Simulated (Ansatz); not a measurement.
Predict the output of the script below (Ansatz's Python interface).

`geh4.py`
```python
"""Static correlation in GeH4: natural occupations of an active space."""

import ansatz as az
from ase import Atoms


def main() -> None:
    atoms = Atoms(["Ge", "H", "H", "H", "H"], positions=[
        (0.00094, 0.0011, -0.0005),
        (1.10864, -0.73204, 0.65786),
        (-1.19637, -0.02948, 0.87319),
        (-0.31847, -0.64754, -1.29479),
        (0.40527, 1.40796, -0.23577),
    ])
    system = az.Crystal.molecule_from_ase(atoms)

    base = system.calculation()
    base = base.basis(gaussian="def2-SVP")
    base = base.correlation(active_electrons=4, active_orbitals=5)
    for method in [None]:
        report = (base if method is None else base.correlation(method)).run(threads=1).report
        space = report["configurations"]
        state = space["states"][0]
        print(method or "casscf", f"total {report['free_energy_ev'] / 27.211386246:.6f} Ha, active-space state {state['energy']['hartree']:.6f} Ha, mean field {report['reference_energy_ev'] / 27.211386246:.6f} Ha")
        print("  determinants", state["n_determinants"], " natural occupations", [round(n, 3) for n in space["natural_occupations"]])


if __name__ == "__main__":
    main()
```

Running `python geh4.py` prints:
```text
casscf total -2077.441853 Ha, active-space state -2077.441853 Ha, mean field -2077.409877 Ha
  determinants 100  natural occupations [1.982, 1.975, 0.021, 0.015, 0.006]
```

Reading the output:
- Total energies depend on the basis set; only differences at equal settings carry meaning.
- The geometry is a force-field or estimated start, not a minimum of this method, and the basis set is short of its limit. The active space starts as a window about the frontier orbitals and is then optimised, not chosen by chemistry.
- Run time: 7.3 s on 1 thread of Intel(R) Xeon(R) Platinum 8259CL CPU @ 2.50GHz (Skylake/Cascade Lake), with other jobs on the host, peak memory 0.19 GiB.

(Lines on the test bed's own set-up are left out of the output.)
